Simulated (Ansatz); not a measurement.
# GaH4+ (quintet): wave-function methods side by side, cc-pVTZ

Aim: climb from Hartree-Fock through coupled cluster and multireference methods for GaH4+ (quintet) at one geometry and basis, and see what each rung misses.

The runs use Ansatz 0.2.0, Gaussian basis; cc-pVTZ, core rule «outside noble gas», up to 14 orbitals frozen.

To be run: UHF; CCSD(T) on ROHF; CCSD(T) on UHF; BCCD(T) on ROHF; CCSDT(Q) on ROHF; CCSDT(Q) on UHF; CASSCF and MRCISD+Q, 6 electrons in 8 orbitals; CASSCF and MRCISD+Q(relaxed), 6 electrons in 8 orbitals; CASSCF and NEVPT2, 6 electrons in 8 orbitals.

2 further runs of the same task are left out: 2 set aside as unsound or not needed.

### 1 What is computed

The geometry is a PBE0/def2-TZVP stationary point (not a proven minimum) of the parent state, kept for this charge and spin. No spin-orbit coupling is included. The filled d shell of Ga may be among the frozen orbitals whatever the setting's name suggests; the logs give the count.

5 atoms, charge 1, spin multiplicity 5.

Atoms are counted from 1 here; the program's logs count them from 0.

Bond lengths: Ga1–H2 1.643 Å, Ga1–H3 1.643 Å, Ga1–H4 1.643 Å, Ga1–H5 1.643 Å. Angles: H2–Ga1–H3 69.0°, H2–Ga1–H4 132.8°, H2–Ga1–H5 132.8°, H3–Ga1–H4 132.8°, H3–Ga1–H5 132.8°, H4–Ga1–H5 69.0°.

### 2 UHF

in.yaml

```yaml
crystal:
  periodic: [false, false, false]
  atoms:
    - {symbol: Ga, position_ang: [0.000000, 0.000000, 0.000000]}
    - {symbol: H, position_ang: [0.652504, 0.664105, 1.353869]}
    - {symbol: H, position_ang: [-0.662515, -0.654094, 1.353881]}
    - {symbol: H, position_ang: [-0.654085, 0.652495, -1.358743]}
    - {symbol: H, position_ang: [0.664096, -0.662506, -1.349007]}
basis:
  gaussian: {orbitals: cc-pVTZ}
total_charge: 1
magnetization: {spin_polarized: true, initial_magnetization: 4}
hamiltonian: {xc: hf}
output: {orbitals: {seedname: orbitals}}
```

Started as:

```bash
> ansatz run in.yaml --threads 1 --pin off --events-out ev --progress --plain --max-ram 3968MiB --backend cpu
```

After this run come: CCSD(T) on ROHF; CCSD(T) on UHF; BCCD(T) on ROHF; CCSDT(Q) on ROHF; CCSDT(Q) on UHF; CASSCF and MRCISD+Q, 6 electrons in 8 orbitals; CASSCF and MRCISD+Q(relaxed), 6 electrons in 8 orbitals; CASSCF and NEVPT2, 6 electrons in 8 orbitals.

**Question.** What will the summary of the whole plan be? Wanted: UCCSDT(Q) from the RHF energy; RMP2 from UCCSDT(Q); UMP2 from UCCSDT(Q); RCCSD from UCCSDT(Q); RCCSD(T) from UCCSDT(Q); UCCSD(T) from UCCSDT(Q); RCCSDT(Q) from UCCSDT(Q); NEVPT2 valence from UCCSDT(Q); MRCISD+Q valence from UCCSDT(Q).

The runs gave:

| quantity | value |
| --- | --- |
| UCCSDT(Q) from the ROHF energy | -2.6162 eV |
| RMP2 from UCCSDT(Q) | +714.2 meV |
| UMP2 from UCCSDT(Q) | +721.0 meV |
| RCCSD from UCCSDT(Q) | +133.1 meV |
| RCCSD(T) from UCCSDT(Q) | +42.5 meV |
| UCCSD(T) from UCCSDT(Q) | +28.2 meV |
| RCCSDT(Q) from UCCSDT(Q) | +14.6 meV |
| NEVPT2 valence from UCCSDT(Q) | +339.8 meV |
| MRCISD+Q valence from UCCSDT(Q) | +29.4 meV |
| MRCISD+Q(relaxed) valence from UCCSDT(Q) | -4.2 meV |
| levels within 1 kcal/mol (43 meV) | RCCSD(T), UCCSD(T), RCCSDT, UCCSDT, RCCSDT(Q), MRCISD+Q valence, MRCISD+Q(relaxed) valence |
| T1 diagnostic | 0.032 |
| effectively unpaired electrons | 4.05 |

RCCSD(T) misses by +42.5 meV, 1.6 % of the correlation energy. One determinant dominates. Of the multireference levels listed MRCISD+Q(relaxed) valence comes nearest in total energy (-4.2 meV), which doesn't show that its space is the better one. Coupled cluster took another determinant than the lowest Hartree-Fock one. These misses are within one basis, not against nature; the frozen cores of restricted and unrestricted runs differ, which can shift their rows.
